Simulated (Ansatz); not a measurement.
# CH2Br radical: how energies converge with the basis set

How large a basis does CH2Br radical need? Two functionals are run in growing sets.

Method: one geometry, several basis sets; program: Ansatz 0.2.0, Gaussian basis.

Levels to be run: PBE0-D4/def2-SVP; ωB97M-V/def2-SVP; PBE0-D4/def2-QZVPP; ωB97M-V/def2-QZVPP; the functionals' def2-TZVPP values are taken from earlier runs.

## Step 1: The relaxed structure

All runs share one geometry, relaxed beforehand with PBE0-D4 in a triple-zeta def2 set.

4 atoms, charge 0, spin multiplicity 2.

Atoms are counted from 1 here; the program's logs count them from 0.

Bond lengths: C1–Br2 1.840 Å, C1–H3 1.078 Å, C1–H4 1.078 Å. Angles: Br2–C1–H3 117.8°, Br2–C1–H4 117.8°, H3–C1–H4 124.3°.

## Step 2: PBE0-D4 in def2-SVP

in.yaml reads:

```yaml
crystal:
  periodic: [false, false, false]
  atoms:
    - {symbol: C, position_ang: [-0.007985, -0.192191, -0.112533]}
    - {symbol: Br, position_ang: [0.183529, 1.372533, 0.837134]}
    - {symbol: H, position_ang: [-0.352407, -0.123759, -1.131609]}
    - {symbol: H, position_ang: [0.232463, -1.116783, 0.386606]}
basis:
  gaussian: {orbitals: def2-SVP}
magnetization: {spin_polarized: true, initial_magnetization: 1}
hamiltonian: {xc: pbe0, dispersion: d4}
output: {orbitals: {seedname: orbitals}}
```

Launch:

```sh
ansatz run in.yaml --threads 2 --pin off --events-out ev --progress --plain --max-ram 32768MiB --backend cpu
```

The runs that follow: ωB97M-V in def2-SVP; PBE0-D4 in def2-QZVPP; ωB97M-V in def2-QZVPP.

**Question.** What will the summary of the whole plan be? Wanted: PBE0-D4: double and triple zeta above quadruple; ωB97M-V: double and triple zeta above quadruple.

**Answer**, as computed:

| quantity | value |
| --- | --- |
| PBE0-D4: double and triple zeta above quadruple | 11.24, 1.50 eV |
| ωB97M-V: double and triple zeta above quadruple | 11.24, 1.45 eV |

PBE0-D4 gains 9.75 eV from double to triple zeta, then 1.50 eV more. These are total energies; as a rule much of such shifts cancels in differences, which this series doesn't test.
